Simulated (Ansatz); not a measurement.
**HF/def2-SVP run of C2H3F3 (1,1,2-trifluoroethane)**

Aim: the electronic atomisation energy of C2H3F3 (1,1,2-trifluoroethane) at HF/def2-SVP, from 4 runs. 

The results are computed with Ansatz 0.2.0.

54 further runs of the same task are left out: 54 set aside as unsound or not needed.

### 1 The molecule

C2H3F3 has 8 atoms, charge 0, and is taken as a singlet. As SMILES, `FCC(F)F`. Geometry: relaxed at PBE0-D4/def2-TZVP. This is one conformer, not always the lowest.

Bond lengths: F1–C2 1.372 Å, C2–C3 1.509 Å, C3–F4 1.352 Å, C3–F5 1.356 Å, C2–H6 1.093 Å, C2–H7 1.093 Å, C3–H8 1.095 Å. Some angles: F1–C2–C3 109.3°, C2–C3–F4 110.4°, C2–C3–F5 108.3°, F4–C3–F5 107.9°, F1–C2–H6 109.4°, F1–C2–H7 109.2°, C3–C2–H6 109.5°, C3–C2–H7 109.4°, C2–C3–H8 113.0°, F4–C3–H8 108.2°.

### 2 A single-point energy at HF/def2-SVP

input.yaml

```yaml
crystal:
  periodic: [false, false, false]
  atoms:
    - {symbol: F, position_ang: [-1.142800, -0.681000, 1.163100]}
    - {symbol: C, position_ang: [-0.188200, 0.195100, 0.711800]}
    - {symbol: C, position_ang: [0.172900, -0.152400, -0.711300]}
    - {symbol: F, position_ang: [0.824200, -1.335800, -0.756500]}
    - {symbol: F, position_ang: [1.011700, 0.803600, -1.182200]}
    - {symbol: H, position_ang: [0.701700, 0.118900, 1.342500]}
    - {symbol: H, position_ang: [-0.588500, 1.211500, 0.747300]}
    - {symbol: H, position_ang: [-0.698800, -0.217000, -1.370500]}
basis:
  gaussian:
    orbitals: def2-SVP
hamiltonian:
  xc: hf
accuracy: high
output: {orbitals: {seedname: orbitals}}
```

Started as:

```
$ ansatz run input.yaml --threads 1 --pin off --max-ram 3480MiB --events-out events.jsonl --progress --plain --runs-dir runs
```

What it wrote:

```text
Warning: RAYON_NUM_THREADS=1 ignored (pool sized by the plan → 1); use --threads N
Functional definition: HF
  name "HF"
  exchange = exact_x
  correlation = 0
1972 factors; integrals over basis functions are off by at most 3.4e-9 eV
mean field evaluation 1: about -10214.9873 eV, gradient 3.5e1 eV
mean field evaluation 2: about -10215.1052 eV, gradient 3.5e1 eV
mean field evaluation 4: about -10217.6055 eV, gradient 3.3e0 eV
mean field evaluation 8: about -10217.6392 eV, gradient 1.5e-1 eV
mean field evaluation 16: about -10217.6393 eV, gradient 1.5e-8 eV
mean field -10217.63925733 eV, -375.4913169421 hartree, gradient 1.5e-8 eV, S^2 0.000000; 0 other end points of the search recorded, 0 dependent functions left out
reference -10217.63925733 eV, -375.4913169421 hartree; 21, 21 occupied and 64, 64 virtual orbitals, 1972 factors
Total energy: -10217.63925733 eV, -375.4913169421 hartree
```

It took 2.2 s on 1 thread of Arm Neoverse V1, shared host; peak memory 0.23 GiB.

### 3 The C atom

in.yaml

```yaml
crystal:
  periodic: [false, false, false]
  atoms:
    - symbol: C
      position_ang: [0.000000, 0.000000, 0.000000]
basis:
  gaussian: {orbitals: def2-SVP}
magnetization: {spin_polarized: true, initial_magnetization: 2}
hamiltonian: {xc: hf}
accuracy: high
```

Run the same way, it converges to -37.64523 Eh (log not shown).

### 4 The F atom at the same level

molecule.yaml

```yaml
crystal:
  periodic: [false, false, false]
  atoms:
    - symbol: F
      position_ang: [0.000000, 0.000000, 0.000000]
basis:
  gaussian:
    orbitals: def2-SVP
magnetization:
  spin_polarized: true
  initial_magnetization: 1
hamiltonian:
  xc: hf
accuracy: high
```

Run the same way, it converges to -99.28405 Eh (log not shown).

### 5 The H atom at the same level

input.yaml

```yaml
crystal:
  periodic: [false, false, false]
  atoms:
    - symbol: H
      position_ang: [0.000000, 0.000000, 0.000000]
basis:
  gaussian:
    orbitals: def2-SVP
magnetization:
  spin_polarized: true
  initial_magnetization: 1
accuracy: high
hamiltonian:
  xc: hf
```

Run the same way, it converges to -0.49928 Eh (log not shown).

### 6 Results

Level: HF/def2-SVP.

| quantity | value |
| --- | --- |
| molecule: total energy | -375.49132 Eh |
| molecule: HOMO energy | -14.23 eV |
| molecule: LUMO energy | 5.11 eV |
| molecule: HOMO–LUMO gap | 19.34 eV |
| C atom: total energy | -37.64523 Eh |
| C atom: ⟨S²⟩ | 2.007 |
| F atom: total energy | -99.28405 Eh |
| F atom: ⟨S²⟩ | 0.752 |
| H atom: total energy | -0.49928 Eh |
| H atom: ⟨S²⟩ | 0.750 |
| electronic atomisation energy | 23.153 eV |

**Reading.** Taking the molecule apart into free atoms costs 23.15 eV (2234 kJ/mol), before zero-point energy and without spin-orbit coupling. Hartree–Fock lacks the correlation of the bonding pairs, which as a rule makes this value much too low; in minimal bases other errors can mask that.
